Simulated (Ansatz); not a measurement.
# C₂H₈GaNSi: one species, many methods

Aim: compute C₂H₈GaNSi with functionals from several rungs and with coupled cluster, and see how far each lands from CCSD(T) at the basis-set limit for the atomisation energy.

The runs use Ansatz 0.2.0, Gaussian basis; functionals in def2-TZVPP, the program's frozen cores in correlated methods.

Plan: PBE-D4, r2SCAN-D4, PBE0-D4, B3LYP-D4, ωB97X-V, ωB97M-V, B2PLYP; CCSD(T)/def2-TZVPP; MP2/def2-QZVPP; extrapolation to the limit.

## (1) Structure used throughout

All runs share one geometry, relaxed beforehand with PBE0-D4 in a triple-zeta def2 set.

SMILES `C=[CH][Ga]([NH2])[SiH3]`, 13 atoms, charge 0, spin multiplicity 1.

Atoms are counted from 1 here; the program's logs count them from 0.

Bond lengths: C1–C2 1.332 Å, C1–H6 1.088 Å, C1–H7 1.088 Å, C2–Ga3 1.952 Å, C2–H8 1.090 Å, Ga3–N4 1.819 Å, Ga3–Si5 2.404 Å, N4–H9 1.006 Å, N4–H10 1.005 Å, Si5–H11 1.491 Å, Si5–H12 1.490 Å, Si5–H13 1.491 Å. Angles: C2–C1–H6 122.6°, C2–C1–H7 122.0°, H6–C1–H7 115.4°, C1–C2–Ga3 121.7°, C1–C2–H8 117.5°, Ga3–C2–H8 120.8°, C2–Ga3–N4 117.3°, C2–Ga3–Si5 124.6°, N4–Ga3–Si5 118.1°, Ga3–N4–H9 124.3°, Ga3–N4–H10 124.0°, H9–N4–H10 111.7°, Ga3–Si5–H11 111.6°, Ga3–Si5–H12 111.7°, Ga3–Si5–H13 111.1°, H11–Si5–H12 107.6°, H11–Si5–H13 107.1°, H12–Si5–H13 107.5°.

## (2) PBE-D4 (GGA)

File in.yaml:

```yaml
crystal:
  periodic: [false, false, false]
  atoms:
    - {symbol: C, position_ang: [-2.444324, 0.146901, 0.025354]}
    - {symbol: C, position_ang: [-1.534517, -0.752079, 0.397293]}
    - {symbol: Ga, position_ang: [0.377160, -0.431849, 0.169277]}
    - {symbol: N, position_ang: [1.511911, -1.759344, 0.677855]}
    - {symbol: Si, position_ang: [1.325674, 1.588732, -0.724601]}
    - {symbol: H, position_ang: [-3.513351, -0.017517, 0.144682]}
    - {symbol: H, position_ang: [-2.165877, 1.099131, -0.421096]}
    - {symbol: H, position_ang: [-1.895759, -1.682078, 0.835460]}
    - {symbol: H, position_ang: [1.216771, -2.638433, 1.068848]}
    - {symbol: H, position_ang: [2.512867, -1.704376, 0.600175]}
    - {symbol: H, position_ang: [0.697424, 1.960775, -2.024022]}
    - {symbol: H, position_ang: [2.791786, 1.455015, -0.955188]}
    - {symbol: H, position_ang: [1.120245, 2.735132, 0.205983]}
basis:
  gaussian: {orbitals: def2-TZVPP}
hamiltonian: {xc: pbe, dispersion: d4}
output: {forces: true, orbitals: {seedname: orbitals}}
```

Command:

```console
$ ansatz run in.yaml --threads 2 --pin off --events-out ev --progress --plain --max-ram 22528MiB --backend cuda --devices 0, --max-vram 18GiB
```

The runs that follow: r2SCAN-D4 (meta-GGA); PBE0-D4 (hybrid); B3LYP-D4 (hybrid); ωB97X-V (range-separated); ωB97M-V (range-separated); B2PLYP (double hybrid); CCSD(T) in def2-TZVPP; MP2 in def2-QZVPP.

**Question.** What will the summary of the whole plan be? Wanted: atomisation energy, CCSD(T)/CBS; farthest; mean size of error, hybrid; mean size of error, range-separated; gap, smallest and largest; T1 diagnostic; triples share of the correlation energy.

As calculated:

```
                               quantity                                                   value
        atomisation energy, CCSD(T)/CBS                                           4448.1 kJ/mol
 functionals within 44.5 kJ/mol (1.0 %)  PBE-D4, r2SCAN-D4, PBE0-D4, B3LYP-D4, ωB97X-V, ωB97M-V
                               farthest                                   B2PLYP (-63.0 kJ/mol)
             mean size of error, hybrid                                             17.7 kJ/mol
    mean size of error, range-separated                                              9.2 kJ/mol
              gap, smallest and largest                    3.96 eV (PBE-D4), 10.42 eV (ωB97X-V)
                          T1 diagnostic                                                  0.0138
triples share of the correlation energy                                                   4.1 %
```

In words: PBE-D4 is off by +39.6 kJ/mol. Double hybrids carry the basis error of their MP2 part in triple zeta, and no dispersion term here, so their miss is partly the set-up's. The reference freezes the cores and leaves out relativity and excitations past (T), and its outer-core shells are covered unevenly, so misses under about 44.5 kJ/mol can't be ranked. Hartree-Fock recovers 72 % of the binding; the rest is correlation. Orbital gaps span 4.0 to 10.4 eV; exact exchange widens them. Correlated methods include outer-core shells of Ga, which these sets cover unevenly.
